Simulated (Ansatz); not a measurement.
# H3NZr: the cost of one run

The runs use Ansatz 0.2.0, Gaussian basis; def2-TZVPP, core rule «outside noble gas», up to 5 orbitals frozen.

To be run: UHF; CCSD(T) on ROHF; CCSD(T) on UHF; CCSDT(Q) on ROHF; CCSDT(Q) on UHF.

15 further runs of the same task are left out: 1 for a known fault of the program, 14 set aside as unsound or not needed.

### Step 1. The geometry

The geometry is a PBE0/def2-TZVP stationary point (not a proven minimum). No spin-orbit coupling is included. Elements past krypton take def2 core potentials.

5 atoms, charge 0, spin multiplicity 5.

Atoms are counted from 1 here; the program's logs count them from 0.

Bond lengths: Zr1–N2 2.448 Å, N2–H3 1.016 Å, N2–H4 1.016 Å, N2–H5 1.016 Å. Angles: Zr1–N2–H3 112.4°, Zr1–N2–H4 112.4°, Zr1–N2–H5 111.2°, H3–N2–H4 106.9°, H3–N2–H5 106.8°, H4–N2–H5 106.8°.

### Step 2. UHF

File in.yaml:

```yaml
crystal:
  periodic: [false, false, false]
  atoms:
    - {symbol: Zr, position_ang: [-0.000003, 0.000000, 0.395697]}
    - {symbol: N, position_ang: [0.000956, 0.000000, -2.052018]}
    - {symbol: H, position_ang: [0.466550, -0.816331, -2.438387]}
    - {symbol: H, position_ang: [0.466583, 0.816313, -2.438387]}
    - {symbol: H, position_ang: [-0.946112, 0.000019, -2.420302]}
basis:
  gaussian: {orbitals: def2-TZVPP}
magnetization: {spin_polarized: true, initial_magnetization: 4}
hamiltonian: {xc: hf}
output: {orbitals: {seedname: orbitals}}
```

On the command line:

```
$ ansatz run in.yaml --threads 1 --pin off --events-out ev --progress --plain --max-ram 4096MiB --backend cpu
```

**Question.** How long does this run take on 1 thread of AMD EPYC 7R13, shared host, and how much memory does it need?

About 51 s, with a peak of 0.29 GiB.
